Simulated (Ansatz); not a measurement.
# The pair BrH···Br₂: a pair, distance and slip

Aim: map the energy of the pair BrH···Br₂ over two coordinates, and find its wells, ridges and stiffness.

Method: RKS PBE-D4/def2-SVPD; program: Ansatz 0.2.0.

## 1. Starting geometry

4 atoms, charge 0, spin multiplicity 1.

Atoms are counted from 1 here; the program's logs count them from 0.

Bond lengths: Br1–H2 1.440 Å, Br3–Br4 2.371 Å.

Coordinates:

```
Br    0.79689    0.35093   -2.00564
H     1.80067    0.98993   -1.19424
Br   -1.85975   -0.94089    2.60841
Br   -0.73771   -0.39997    0.59148
```

## 2. Relaxing the molecule

File input.yaml:

```yaml
crystal:
  periodic: [false, false, false]
  atoms:
    - { symbol: Br, position_ang: [0.796886, 0.350927, -2.005638] }
    - { symbol: H, position_ang: [1.800668, 0.989931, -1.194244] }
    - { symbol: Br, position_ang: [-1.859746, -0.940893, 2.608407] }
    - { symbol: Br, position_ang: [-0.737709, -0.399965, 0.591476] }
basis:
  gaussian: { orbitals: def2-SVPD }
hamiltonian:
  xc: pbe
  dispersion: d4
output:
  forces: true
relax:
  f_tol: 0.003
  max_steps: 120
```

The run is started by

```bash
> ansatz run input.yaml --threads 1 --pin off --max-ram 2560MiB --backend cpu --events-out ev --progress --plain --runs-dir out
```

Log (excerpt; [...] marks lines left out):

```text
Warning: RAYON_NUM_THREADS=1 ignored (pool sized by the plan → 1); use --threads N
[...]
Functional definition: PBE
[...]
1381 factors; their error is unknown
[...]
mean field -210098.48255187 eV, -7720.9768239151 hartree, gradient 6.4e-5 eV, S^2 0.000000; 0 other end points of the search recorded, 0 dependent functions left out
[...]
reference -210098.48261267 eV, -7720.9768261492 hartree; 53, 53 occupied and 78, 78 virtual orbitals, 1381 factors
relax step   1: F+E_penalty+E_count = -210098.57580644 eV  Δ(F+E_penalty+E_count) = +0.000e0 eV  max|allowed force component| = 2.324e-2 eV/Å  Δτ_max = 0.0000 Å  (25 SCF iters, accepted)
[...]
relax step   5: F+E_penalty+E_count = -210098.57592855 eV  Δ(F+E_penalty+E_count) = -2.376e-6 eV  max|allowed force component| = 3.060e-3 eV/Å  Δτ_max = 0.0101 Å  (26 SCF iters, accepted)
[...]
relax step   6: F+E_penalty+E_count = -210098.57593615 eV  Δ(F+E_penalty+E_count) = -7.594e-6 eV  max|allowed force component| = 3.605e-4 eV/Å  Δτ_max = 0.0021 Å  (27 SCF iters, accepted)
1381 factors; their error is unknown
mean field -210098.48286306 eV, -7720.9768353509 hartree, gradient 6.2e-5 eV, S^2 0.000000; 1 other end points of the search recorded, 0 dependent functions left out
[...]
reference -210098.48292389 eV, -7720.9768375865 hartree; 53, 53 occupied and 78, 78 virtual orbitals, 1381 factors
Total energy: -210098.57599698 eV, -7720.9802579594 hartree
Atom 0 at     0.796113     0.350585    -2.000330 Å, force    -0.000057    -0.000026     0.000047 eV/Å
Atom 1 at     1.813417     0.996293    -1.213795 Å, force    -0.000118    -0.000061     0.000148 eV/Å
Atom 2 at    -1.871007    -0.947669     2.610142 Å, force     0.000246     0.000129    -0.000361 eV/Å
Atom 3 at    -0.738424    -0.399209     0.603984 Å, force    -0.000071    -0.000042     0.000165 eV/Å
Dipole moment:     0.346056     0.187772    -0.271412 e Å
```

Run time: 49 s. Hardware: 1 thread of Arm Neoverse N1, shared host; peak memory 0.19 GiB.

Relaxation path:

| step | energy from step 1 (eV) | largest force component (eV/Å) |
| --- | --- | --- |
| 1 | 0.0000 | 0.0232 |
| 2 | 0.0000 | 0.0165 |
| 3 | -0.0001 | 0.0094 |
| 4 | -0.0001 | 0.0025 |
| 5 | -0.0001 | 0.0031 |
| 6 | -0.0001 | 0.0004 |

Distances of close pairs at the start and the end, largest changes first:

| bond | before (Å) | after (Å) | change (Å) |
| --- | --- | --- | --- |
| Br3–Br4 | 2.371 | 2.368 | -0.002 |
| Br1–H2 | 1.440 | 1.439 | -0.001 |

## 3. The part Br2 alone, at the geometry typed

File input.yaml:

```yaml
crystal:
  periodic: [false, false, false]
  atoms:
    - { symbol: Br, position_ang: [-1.871007, -0.947669, 2.610142] }
    - { symbol: Br, position_ang: [-0.738424, -0.399209, 0.603984] }
basis:
  gaussian: { orbitals: def2-SVPD }
hamiltonian:
  xc: pbe
  dispersion: d4
output:
  forces: true
```

The run is started by

```bash
> ansatz run input.yaml --threads 1 --pin off --max-ram 2560MiB --backend cpu --events-out ev --progress --plain --runs-dir out
```

Log (excerpt; [...] marks lines left out):

```text
Warning: RAYON_NUM_THREADS=1 ignored (pool sized by the plan → 1); use --threads N
[...]
[... 1 set-up line as earlier in the session ...]
[...]
878 factors; their error is unknown
[...]
mean field -140054.57372159 eV, -5146.9106518686 hartree, gradient 1.6e-6 eV, S^2 0.000000; 0 other end points of the search recorded, 0 dependent functions left out
[...]
reference -140054.57376939 eV, -5146.9106536255 hartree; 35, 35 occupied and 47, 47 virtual orbitals, 878 factors
Total energy: -140054.61367693 eV, -5146.9121202004 hartree
Atom 0 at    -1.871007    -0.947669     2.610142 Å, force     0.219283     0.106189    -0.388418 eV/Å
Atom 1 at    -0.738424    -0.399209     0.603984 Å, force    -0.219283    -0.106189     0.388418 eV/Å
Dipole moment:     0.000000     0.000000    -0.000000 e Å
```

Wall time 2.2 s (1 thread of Arm Neoverse N1, shared host); peak memory 0.11 GiB.

## 4. The part HBr alone, at the geometry typed

File input.yaml:

```yaml
crystal:
  periodic: [false, false, false]
  atoms:
    - { symbol: Br, position_ang: [0.796113, 0.350585, -2.00033] }
    - { symbol: H, position_ang: [1.813417, 0.996293, -1.213795] }
basis:
  gaussian: { orbitals: def2-SVPD }
hamiltonian:
  xc: pbe
  dispersion: d4
output:
  forces: true
```

The run is started by

```bash
> ansatz run input.yaml --threads 1 --pin off --max-ram 2560MiB --backend cpu --events-out ev --progress --plain --runs-dir out
```

Log (excerpt; [...] marks lines left out):

```text
Warning: RAYON_NUM_THREADS=1 ignored (pool sized by the plan → 1); use --threads N
[...]
[... 1 set-up line as earlier in the session ...]
[...]
503 factors; their error is unknown
[...]
mean field -70043.72948145 eV, -2574.0595810982 hartree, gradient 2.9e-5 eV, S^2 0.000000; 0 other end points of the search recorded, 0 dependent functions left out
[...]
reference -70043.72952393 eV, -2574.0595826593 hartree; 18, 18 occupied and 31, 31 virtual orbitals, 503 factors
Total energy: -70043.73631609 eV, -2574.0598322665 hartree
Atom 0 at     0.796113     0.350585    -2.000330 Å, force     0.037173     0.023595     0.028740 eV/Å
Atom 1 at     1.813417     0.996293    -1.213795 Å, force    -0.037173    -0.023595    -0.028740 eV/Å
Dipole moment:     0.123060     0.078109     0.095145 e Å
```

It took 0.93 s on 1 thread of Arm Neoverse N1, shared host; peak memory 0.08 GiB.

## 5. The grid

First coordinate, separation of Br4 and Br1 along their line in the relaxed pair: 15 values from 2.616 to 5.216 Å. Second coordinate, sideways slip of Br1, H2: 15 values from −3.00 Å.

Nothing else is relaxed (both partners rigid). Energies count from the two partners far apart, frozen as in the relaxed pair, each in its own basis (no counterpoise correction). Points are written as (first, second).

Below, 3 of the grid's runs; all are launched alike.

## 6. Point (4.017 Å, −3.00 Å)

File input.yaml:

```yaml
crystal:
  periodic: [false, false, false]
  atoms:
    - { symbol: Br, position_ang: [-0.8821, -0.77727, -4.393287] }
    - { symbol: H, position_ang: [0.135203, -0.131562, -3.606751] }
    - { symbol: Br, position_ang: [-1.871007, -0.947669, 2.610142] }
    - { symbol: Br, position_ang: [-0.738424, -0.399209, 0.603984] }
basis:
  gaussian: { orbitals: def2-SVPD }
hamiltonian:
  xc: pbe
  dispersion: d4
output:
  forces: true
```

The run is started by

```bash
> ansatz run input.yaml --threads 1 --pin off --max-ram 2560MiB --backend cpu --events-out ev --progress --plain --runs-dir out
```

Log (excerpt; [...] marks lines left out):

```text
Warning: RAYON_NUM_THREADS=1 ignored (pool sized by the plan → 1); use --threads N
[...]
[... 1 set-up line as earlier in the session ...]
[...]
1381 factors; their error is unknown
[...]
mean field -210098.30219678 eV, -7720.9701959876 hartree, gradient 3.8e-5 eV, S^2 0.000000; 0 other end points of the search recorded, 0 dependent functions left out
[...]
reference -210098.30226454 eV, -7720.9701984778 hartree; 53, 53 occupied and 78, 78 virtual orbitals, 1381 factors
Total energy: -210098.36090945 eV, -7720.9723536385 hartree
Atom 0 at    -0.882100    -0.777270    -4.393287 Å, force     0.038654     0.026156     0.057617 eV/Å
Atom 1 at     0.135203    -0.131562    -3.606751 Å, force    -0.032828    -0.021928    -0.044135 eV/Å
Atom 2 at    -1.871007    -0.947669     2.610142 Å, force     0.224005     0.108904    -0.389634 eV/Å
Atom 3 at    -0.738424    -0.399209     0.603984 Å, force    -0.229831    -0.113132     0.376152 eV/Å
Dipole moment:     0.105666     0.067660     0.091627 e Å
```

Wall time 6.8 s (1 thread of Arm Neoverse N1, shared host); peak memory 0.17 GiB.

That is −1.1 kJ/mol from the zero.

## 7. Grid point (2.681 Å, 0.43 Å)

File input.yaml:

```yaml
crystal:
  periodic: [false, false, false]
  atoms:
    - { symbol: Br, position_ang: [0.886151, 0.438603, -1.403658] }
    - { symbol: H, position_ang: [1.903455, 1.084311, -0.617123] }
    - { symbol: Br, position_ang: [-1.871007, -0.947669, 2.610142] }
    - { symbol: Br, position_ang: [-0.738424, -0.399209, 0.603984] }
basis:
  gaussian: { orbitals: def2-SVPD }
hamiltonian:
  xc: pbe
  dispersion: d4
output:
  forces: true
```

The run is started by

```bash
> ansatz run input.yaml --threads 1 --pin off --max-ram 2560MiB --backend cpu --events-out ev --progress --plain --runs-dir out
```

Log (excerpt; [...] marks lines left out):

```text
Warning: RAYON_NUM_THREADS=1 ignored (pool sized by the plan → 1); use --threads N
[...]
[... 1 set-up line as earlier in the session ...]
[...]
1381 factors; their error is unknown
[...]
mean field -210098.27632353 eV, -7720.9692451633 hartree, gradient 6.8e-5 eV, S^2 0.000000; 0 other end points of the search recorded, 0 dependent functions left out
[...]
reference -210098.27638251 eV, -7720.9692473305 hartree; 53, 53 occupied and 78, 78 virtual orbitals, 1381 factors
Total energy: -210098.37625049 eV, -7720.9729174113 hartree
Atom 0 at     0.886151     0.438603    -1.403658 Å, force     0.537269     0.255052    -1.037076 eV/Å
Atom 1 at     1.903455     1.084311    -0.617123 Å, force    -0.019150    -0.004913     0.107329 eV/Å
Atom 2 at    -1.871007    -0.947669     2.610142 Å, force    -0.343116    -0.184123     0.302272 eV/Å
Atom 3 at    -0.738424    -0.399209     0.603984 Å, force    -0.175004    -0.066016     0.627475 eV/Å
Dipole moment:     0.524199     0.284945    -0.401515 e Å
```

Wall time 7.2 s (1 thread of Arm Neoverse N1, shared host); peak memory 0.18 GiB.

On the map this point reads −2.5 kJ/mol.

## 8. Grid point (3.066 Å, 0.00 Å)

File input.yaml:

```yaml
crystal:
  periodic: [false, false, false]
  atoms:
    - { symbol: Br, position_ang: [0.772269, 0.338934, -1.959862] }
    - { symbol: H, position_ang: [1.789572, 0.984642, -1.173327] }
    - { symbol: Br, position_ang: [-1.871007, -0.947669, 2.610142] }
    - { symbol: Br, position_ang: [-0.738424, -0.399209, 0.603984] }
basis:
  gaussian: { orbitals: def2-SVPD }
hamiltonian:
  xc: pbe
  dispersion: d4
output:
  forces: true
```

The run is started by

```bash
> ansatz run input.yaml --threads 1 --pin off --max-ram 2560MiB --backend cpu --events-out ev --progress --plain --runs-dir out
```

Log (excerpt; [...] marks lines left out):

```text
Warning: RAYON_NUM_THREADS=1 ignored (pool sized by the plan → 1); use --threads N
[...]
[... 1 set-up line as earlier in the session ...]
[...]
1381 factors; their error is unknown
[...]
mean field -210098.48056426 eV, -7720.9767508717 hartree, gradient 6.2e-5 eV, S^2 0.000000; 0 other end points of the search recorded, 0 dependent functions left out
[...]
reference -210098.48062486 eV, -7720.9767530987 hartree; 53, 53 occupied and 78, 78 virtual orbitals, 1381 factors
Total energy: -210098.57462295 eV, -7720.9802074647 hartree
Atom 0 at     0.772269     0.338934    -1.959862 Å, force     0.026824     0.012914    -0.048859 eV/Å
Atom 1 at     1.789572     0.984642    -1.173327 Å, force     0.002852     0.001666    -0.000230 eV/Å
Atom 2 at    -1.871007    -0.947669     2.610142 Å, force    -0.020306    -0.009856     0.035484 eV/Å
Atom 3 at    -0.738424    -0.399209     0.603984 Å, force    -0.009370    -0.004725     0.013605 eV/Å
Dipole moment:     0.359551     0.194443    -0.293025 e Å
```

Run time: 7 s. Hardware: 1 thread of Arm Neoverse N1, shared host; peak memory 0.18 GiB.

On the map this point reads −21.7 kJ/mol.

## 9. All points together

225 points were computed. Energies in kJ/mol, from the two partners far apart, frozen as in the relaxed pair, each in its own basis (no counterpoise correction):

```csv
"sideways slip of Br1, H2 (Å) ↓, separation of Br4 and Br1 along their line in the relaxed pair (Å) →",2.616,2.681,2.787,2.917,3.066,3.231,3.410,3.601,3.804,4.017,4.239,4.471,4.711,4.960,5.216
3.00,−2.9,−3.0,−3.0,−2.9,−2.9,−2.7,−2.6,−2.4,−2.1,−1.9,−1.6,−1.4,−1.2,−1.0,−0.8
2.57,−2.3,−2.6,−3.1,−3.4,−3.6,−3.6,−3.4,−3.2,−2.9,−2.6,−2.3,−1.9,−1.6,−1.3,−1.1
2.14,0.0,−1.2,−2.7,−3.9,−4.6,−4.9,−4.8,−4.4,−4.0,−3.5,−3.0,−2.6,−2.1,−1.7,−1.4
1.71,3.5,0.8,−2.5,−5.0,−6.5,−7.1,−6.9,−6.3,−5.6,−4.8,−4.0,−3.4,−2.8,−2.2,−1.8
1.29,6.1,1.5,−3.9,−7.9,−10.1,−10.6,−10.1,−9.0,−7.6,−6.3,−5.2,−4.2,−3.4,−2.7,−2.1
0.86,6.0,−0.4,−7.6,−12.7,−15.2,−15.3,−14.0,−12.1,−9.9,−8.0,−6.4,−5.0,−4.0,−3.1,−2.4
0.43,5.4,−2.5,−11.4,−17.3,−19.8,−19.5,−17.4,−14.7,−11.8,−9.3,−7.2,−5.6,−4.4,−3.4,−2.6
0.00,6.7,−2.4,−12.4,−19.0,−21.7,−21.2,−18.8,−15.7,−12.5,−9.8,−7.5,−5.8,−4.5,−3.5,−2.7
−0.43,7.9,−0.8,−10.6,−17.2,−19.9,−19.6,−17.5,−14.7,−11.8,−9.2,−7.1,−5.5,−4.3,−3.3,−2.5
−0.86,6.9,0.0,−7.8,−13.2,−15.6,−15.7,−14.2,−12.1,−9.8,−7.8,−6.1,−4.8,−3.7,−2.9,−2.2
−1.29,5.2,0.6,−4.8,−8.6,−10.6,−10.9,−10.1,−8.8,−7.3,−6.0,−4.8,−3.8,−3.0,−2.4,−1.8
−1.71,4.4,1.4,−2.1,−4.7,−6.2,−6.7,−6.5,−5.8,−5.0,−4.2,−3.5,−2.8,−2.3,−1.8,−1.4
−2.14,3.1,1.4,−0.7,−2.4,−3.4,−3.8,−3.8,−3.6,−3.2,−2.8,−2.4,−2.0,−1.6,−1.3,−1.0
−2.57,1.2,0.3,−0.7,−1.5,−2.0,−2.2,−2.3,−2.2,−2.0,−1.7,−1.5,−1.3,−1.0,−0.8,−0.6
−3.00,−0.5,−0.8,−1.0,−1.3,−1.4,−1.4,−1.4,−1.3,−1.2,−1.1,−0.9,−0.7,−0.6,−0.5,−0.4
```

On the same grid, largest force on an atom (eV/Å):

```csv
"sideways slip of Br1, H2 (Å) ↓, separation of Br4 and Br1 along their line in the relaxed pair (Å) →",2.616,2.681,2.787,2.917,3.066,3.231,3.410,3.601,3.804,4.017,4.239,4.471,4.711,4.960,5.216
3.00,0.46,0.46,0.46,0.46,0.46,0.46,0.46,0.46,0.46,0.46,0.46,0.46,0.46,0.46,0.46
2.57,0.50,0.48,0.47,0.46,0.45,0.44,0.45,0.45,0.45,0.45,0.46,0.46,0.46,0.46,0.46
2.14,0.56,0.53,0.49,0.46,0.44,0.43,0.43,0.44,0.44,0.45,0.45,0.45,0.46,0.46,0.46
1.71,0.65,0.59,0.52,0.46,0.42,0.39,0.39,0.41,0.43,0.44,0.45,0.45,0.45,0.46,0.46
1.29,1.02,0.83,0.59,0.44,0.37,0.33,0.34,0.38,0.40,0.42,0.44,0.45,0.45,0.45,0.46
0.86,1.36,1.09,0.74,0.44,0.30,0.25,0.28,0.33,0.38,0.41,0.43,0.44,0.45,0.45,0.46
0.43,1.54,1.20,0.77,0.40,0.17,0.14,0.22,0.30,0.36,0.40,0.42,0.44,0.45,0.45,0.46
0.00,1.56,1.18,0.71,0.33,0.06,0.09,0.20,0.28,0.35,0.39,0.42,0.44,0.45,0.45,0.46
−0.43,1.40,1.04,0.61,0.25,0.17,0.15,0.22,0.29,0.35,0.39,0.42,0.44,0.45,0.45,0.46
−0.86,1.02,0.76,0.49,0.35,0.28,0.23,0.26,0.33,0.37,0.41,0.43,0.44,0.45,0.45,0.46
−1.29,0.72,0.62,0.50,0.41,0.35,0.31,0.32,0.37,0.40,0.42,0.44,0.45,0.45,0.46,0.46
−1.71,0.65,0.59,0.51,0.45,0.40,0.38,0.38,0.41,0.42,0.44,0.45,0.45,0.46,0.46,0.46
−2.14,0.60,0.56,0.51,0.47,0.44,0.43,0.42,0.43,0.44,0.45,0.45,0.46,0.46,0.46,0.46
−2.57,0.55,0.53,0.50,0.48,0.46,0.45,0.45,0.45,0.46,0.46,0.46,0.46,0.46,0.46,0.46
−3.00,0.50,0.49,0.48,0.47,0.46,0.46,0.46,0.46,0.46,0.46,0.46,0.46,0.46,0.46,0.46
```

The dipole moment (D) at each point:

```
sideways slip of Br1, H2 (Å) ↓, separation of Br4 and Br1 along their line in the relaxed pair (Å) →  2.616  2.681  2.787  2.917  3.066  3.231  3.410  3.601  3.804  4.017  4.239  4.471  4.711  4.960  5.216
                                                                                                3.00   0.96   0.96   0.96   0.95   0.95   0.94   0.94   0.93   0.92   0.91   0.90   0.89   0.88   0.87   0.87
                                                                                                2.57   1.07   1.07   1.06   1.05   1.03   1.01   0.99   0.97   0.95   0.93   0.92   0.90   0.89   0.88   0.87
                                                                                                2.14   1.32   1.30   1.27   1.22   1.18   1.13   1.08   1.04   1.00   0.96   0.94   0.92   0.90   0.89   0.87
                                                                                                1.71   1.80   1.74   1.65   1.54   1.43   1.32   1.22   1.13   1.06   1.00   0.96   0.93   0.90   0.89   0.87
                                                                                                1.29   2.48   2.36   2.18   1.98   1.77   1.57   1.40   1.25   1.13   1.04   0.98   0.94   0.91   0.89   0.87
                                                                                                0.86   3.17   2.99   2.72   2.43   2.13   1.84   1.58   1.37   1.20   1.08   0.99   0.94   0.90   0.88   0.86
                                                                                                0.43   3.68   3.45   3.12   2.75   2.37   2.02   1.70   1.44   1.23   1.08   0.98   0.92   0.88   0.86   0.85
                                                                                                0.00   3.84   3.60   3.23   2.82   2.42   2.03   1.70   1.41   1.19   1.04   0.94   0.89   0.86   0.84   0.83
                                                                                               −0.43   3.54   3.31   2.96   2.58   2.20   1.84   1.53   1.27   1.08   0.95   0.88   0.84   0.82   0.82   0.82
                                                                                               −0.86   2.79   2.62   2.35   2.05   1.76   1.48   1.24   1.05   0.92   0.84   0.81   0.79   0.79   0.80   0.80
                                                                                               −1.29   1.86   1.75   1.58   1.40   1.21   1.05   0.91   0.82   0.77   0.75   0.75   0.76   0.77   0.78   0.79
                                                                                               −1.71   1.01   0.96   0.88   0.80   0.73   0.69   0.66   0.66   0.67   0.69   0.72   0.74   0.75   0.77   0.78
                                                                                               −2.14   0.44   0.45   0.46   0.48   0.51   0.55   0.59   0.62   0.66   0.69   0.72   0.74   0.76   0.77   0.78
                                                                                               −2.57   0.48   0.49   0.52   0.54   0.57   0.61   0.64   0.67   0.69   0.71   0.73   0.75   0.76   0.77   0.78
                                                                                               −3.00   0.69   0.69   0.69   0.69   0.69   0.70   0.71   0.72   0.73   0.75   0.76   0.77   0.78   0.78   0.79
```

## 10. Summary of results

| quantity | value |
| --- | --- |
| lowest point | (3.066 Å, 0.00 Å), −21.7 kJ/mol |
| highest computed point | (2.616 Å, −0.43 Å), 29.6 kJ/mol above the lowest |
| largest force on an atom (eV/Å) | 0.06 at (3.066 Å, 0.00 Å) to 1.56 at (2.616 Å, 0.00 Å); 0.06 at the lowest point |
| dipole moment (D) | 0.44 at (2.616 Å, −2.14 Å) to 3.84 at (2.616 Å, 0.00 Å); 2.42 at the lowest point |
| time for the whole task | 28 min on 1 thread, shared host |

The lowest computed point is at (3.066 Å, 0.00 Å), −21.7 kJ/mol from the two partners far apart, frozen as in the relaxed pair, each in its own basis (no counterpoise correction). No other kind of well shows on this grid. The highest computed point, (2.616 Å, −0.43 Å), lies 29.6 kJ/mol above the lowest. Round the minimum the two coordinates are nearly uncoupled. No counterpoise correction was made, so wells between separate parts tend to come out somewhat too deep.
